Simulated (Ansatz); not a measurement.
Task: a single point in a Gaussian basis of C2H7BSeSi, SMILES C=C([SeH])B[SiH3], with Ansatz 0.2.0 through its Python package. Give the script and its output. Settings: B3LYP, def2-SVP basis, multiplicity 1.

The script reads `c2h7bsesi.xyz`:
```text
12

C    -0.87440    1.73440    1.02450
C    -0.60160    0.55670    0.57350
Se   -1.30260   -0.98090    1.50020
B     0.39680    0.39980   -0.69610
Si    0.85230   -1.36320   -1.39060
H    -1.55670    1.91280    1.88450
H    -0.53820    2.67710    0.51610
H     0.01800   -0.98330    2.40140
H     0.72720    1.36410   -1.21510
H    -0.34910   -2.11480   -1.72380
H     1.57400   -2.08330   -0.30590
H     1.73130   -1.17460   -2.53470
```

The script, `energy_c2h7bsesi.py`:
```python
'''Electronic structure of the C2H7BSeSi molecule.'''

import ansatz as az

mol = az.Crystal.molecule_from_extxyz('c2h7bsesi.xyz')

job = mol.calculation()
job = job.basis(gaussian='def2-SVP').functional('b3lyp')
job = job.accuracy('medium')
job = job.scf(lower_state_search='off')
summary = job.session().plan(threads=1).execute().report

for key in ('converged', 'free_energy_ev', 'reference_energy_ev', 'n_frozen', 'n_occupied', 'n_virtual'):
    print(f'{key:22s} {summary[key]}')

state = summary['mean_field']['state']
print(f'mean field: {state["energy"]["hartree"]:.7f} Ha, <S^2> = {abs(state["spin_squared"]):.4f}, stability: {state.get("stability", {}).get("kind")}')
```

Output of `python energy_c2h7bsesi.py`:
```text
converged              True
free_energy_ev         -76078.58595572838
reference_energy_ev    -76078.58595572838
n_frozen               0
n_occupied             [36, 36]
n_virtual              [91, 91]
mean field: -2795.8364660 Ha, <S^2> = 0.0000, stability: undecided
```

Reading the output:
- These settings explore the input space; basis and method may be short of convergence.
- The geometry is a force-field or estimated start, not a minimum of this method, and the basis set is short of its limit.
- b3lyp holds the VWN-RPA fit, as in Gaussian; the form of ORCA and Turbomole is b3lyp5.
- Wall time of the script: 4.4 s on 1 thread of Arm Neoverse V1 (shared host), peak memory 0.3 GiB.
